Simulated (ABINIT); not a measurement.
RuRh:

```
CELL_PARAMETERS angstrom
2.70942 0.00000 0.00000
-1.35471 2.34642 0.00000
0.00000 0.00000 4.29837
ATOMIC_POSITIONS crystal
Rh 0.66667 0.33333 0.00000
Ru 0.00000 0.00000 0.50000
```

The cell comes from a database or a generator and needn't be the stable form of this composition.

| Quantity | Value |
| --- | --- |
| Program | ABINIT 10.8.3 (patched build) |
| Task | relaxation of cell and atoms |
| Functional | PBE |
| Potentials or basis | JTH PAW PBE v2.0 |
| Cutoff | 517 eV |
| k mesh | 11 × 11 × 6 |
| Occupations | fermi-dirac, width 0.05 eV |
| Spin | no spin polarisation |

At the start: pressure 4.9 GPa; volume 13.66 Å³/atom.

Question: How do energy, volume and symmetry change on relaxing?

Answer: Over 6 steps the energy falls by 3.4 meV/atom and the volume is 13.89 Å³/atom (+1.7 %); space group P-6m2 (No. 187, to 0.05 Å).

The path:
```tsv
step	energy change (eV)	largest force (eV/Å)	pressure (GPa)	volume (Å³)
1	0.0000	0.0000	4.89	27.33
2	-0.0068	0.0000	0.45	27.74
3	-0.0068	0.0000	0.01	27.78
4	-0.0068	0.0000	-0.02	27.78
5	-0.0068	0.0000	-0.01	27.78
6	-0.0068	0.0000	0.00	27.78
```

Final structure:
```
CELL_PARAMETERS angstrom
2.72525 0.00000 0.00000
-1.36262 2.36013 0.00000
0.00000 0.00000 4.31953
ATOMIC_POSITIONS crystal
Rh 0.66667 0.33333 0.00000
Ru 0.00000 0.00000 0.50000
```
